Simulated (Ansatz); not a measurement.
**CH3BGeO: how energies converge with the basis set**

One table from this session's results is given with a row withheld; the runs are named, their logs left out.

Program: Ansatz 0.2.0, Gaussian basis. Level of theory: one geometry, several basis sets. These are calculated values, not measurements.

Plan: PBE0-D4/def2-SVP; ωB97M-V/def2-SVP; PBE0-D4/def2-QZVPP; ωB97M-V/def2-QZVPP; the functionals' def2-TZVPP values are taken from earlier runs.

### Structure used throughout

The geometry comes from an earlier relaxation with PBE0-D4 in a triple-zeta def2 set; it is a stationary point, not always the lowest conformer.

7 atoms, charge 0, spin multiplicity 1.

Atoms are counted from 1 here; the program's logs count them from 0.

Bond lengths: O1–C2 1.144 Å, C2–B3 1.460 Å, B3–Ge4 1.900 Å, B3–H5 1.187 Å, Ge4–H6 1.532 Å, Ge4–H7 1.533 Å. Angles: O1–C2–B3 177.8°, C2–B3–Ge4 108.2°, C2–B3–H5 122.8°, Ge4–B3–H5 129.0°, B3–Ge4–H6 125.3°, B3–Ge4–H7 123.6°, H6–Ge4–H7 111.0°.

Geometry (Å):

```
O     0.1396   -2.5793    0.1781
C     0.4933   -1.4965    0.0705
B     0.8914   -0.0986   -0.0642
Ge   -0.6791    0.9706   -0.0304
H     2.0235    0.2400   -0.1724
H    -0.7142    2.4980   -0.1435
H    -2.0934    0.3979    0.1163
```

The first run:

in.yaml

```yaml
crystal:
  periodic: [false, false, false]
  atoms:
    - {symbol: O, position_ang: [0.139627, -2.579298, 0.178128]}
    - {symbol: C, position_ang: [0.493323, -1.496478, 0.070473]}
    - {symbol: B, position_ang: [0.891414, -0.098579, -0.064220]}
    - {symbol: Ge, position_ang: [-0.679116, 0.970554, -0.030390]}
    - {symbol: H, position_ang: [2.023514, 0.239966, -0.172418]}
    - {symbol: H, position_ang: [-0.714163, 2.498021, -0.143535]}
    - {symbol: H, position_ang: [-2.093399, 0.397913, 0.116263]}
basis:
  gaussian: {orbitals: def2-SVP}
hamiltonian: {xc: pbe0, dispersion: d4}
output: {orbitals: {seedname: orbitals}}
```

The run is started by

```console
$ ansatz run in.yaml --threads 2 --pin off --events-out ev --progress --plain --max-ram 4352MiB
```

Steps of the session up to this table: PBE0-D4 in def2-SVP; ωB97M-V in def2-SVP; PBE0-D4 in def2-QZVPP; ωB97M-V in def2-QZVPP.

One of the session's tables, all rows but one given; the rest of the session is left out.

It belongs to the step «Functionals by basis». 

| functional | basis | HOMO (eV) | LUMO (eV) |
| --- | --- | --- | --- |
| PBE0-D4 | def2-SVP | -6.28 | -2.36 |
| PBE0-D4 | def2-TZVPP | -6.32 | -2.40 |
| PBE0-D4 | def2-QZVPP | -6.34 | -2.45 |
| ωB97M-V | def2-SVP | ? | ? |
| ωB97M-V | def2-TZVPP | -8.18 | -0.55 |
| ωB97M-V | def2-QZVPP | -8.20 | -0.64 |

Estimate the missing values for ωB97M-V, def2-SVP.

The run gave: HOMO (eV): -8.10; LUMO (eV): -0.48. In the column «HOMO (eV)» it lies between ωB97M-V, def2-TZVPP (-8.18) and PBE0-D4, def2-QZVPP (-6.34).
